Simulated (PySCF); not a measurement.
# Cl3H2OSm (Sm(Cl)3(H2O)): the cost of one run

Computed with PySCF 2.14.0. Level: PBE0, Sm lcecp-1-SVP with ECP51, Cl def2-SVP, O def2-SVP, H def2-SVP; scalar-relativistic core potentials, no spin–orbit coupling.

1 further run of the same task is left out (for a known fault of the program).

### Step 1. The starting structure

7 atoms, charge 0, spin multiplicity 1.

Bond lengths: Sm1–Cl2 2.657 Å, Sm1–Cl3 2.657 Å, Sm1–Cl4 2.657 Å, Sm1–O5 2.497 Å, O5–H6 0.970 Å, O5–H7 0.970 Å. Angles: Cl2–Sm1–Cl3 109.5°, Cl2–Sm1–Cl4 109.5°, Cl2–Sm1–O5 109.5°, Cl3–Sm1–Cl4 109.5°, Cl3–Sm1–O5 109.5°, Cl4–Sm1–O5 109.5°, Sm1–O5–H6 127.5°, Sm1–O5–H7 127.5°, H6–O5–H7 105.1°.

Geometry (Å):

```
Sm    0.00000    0.00000    0.00000
Cl    1.53430    1.53430    1.53430
Cl   -1.53430   -1.53430    1.53430
Cl    1.53430   -1.53430   -1.53430
O    -1.44190    1.44190   -1.44190
H    -1.78260    2.32700   -1.23810
H    -1.78260    1.23810   -2.32700
```

Formal oxidation states: Sm +3. Each metal's 5 4f electrons lie in its core potential, so multiplicities, spins and levels count the valence alone.

### Step 2. SCF at the start, singlet

Contents of run.py (the lines that set the calculation):

```python
mol = gto.M(atom='''
Sm     0.00000     0.00000     0.00000
Cl     1.53430     1.53430     1.53430
Cl    -1.53430    -1.53430     1.53430
Cl     1.53430    -1.53430    -1.53430
O     -1.44190     1.44190    -1.44190
H     -1.78260     2.32700    -1.23810
H     -1.78260     1.23810    -2.32700''',
    basis={'Sm': 'lcecp-1-SVP', 'Cl': 'def2-SVP', 'O': 'def2-SVP', 'H': 'def2-SVP'},
    ecp={'Sm': 'lcecp-1-SVP'},
    charge=0, spin=0)
mf = dft.RKS(mol, xc='PBE0')
mf.grids.atom_grid = (50, 194)  # f atoms: unpruned, at least (60, 302)
mf = mf.density_fit()  # fitting sets: Sm AutoAux, Cl def2-universal-JKFIT, O def2-universal-JKFIT, H def2-universal-JKFIT
mf.conv_tol = 1e-08; mf.max_cycle = 55
mf.kernel(dm0)  # dm0: free metal ions and neutral atoms
```

Run with:

```sh
OMP_NUM_THREADS=2 python run.py
```

What time and memory should one allow on 2 threads of Arm Neoverse V1, shared host?

About 7.8 s, with a peak of 0.57 GiB.
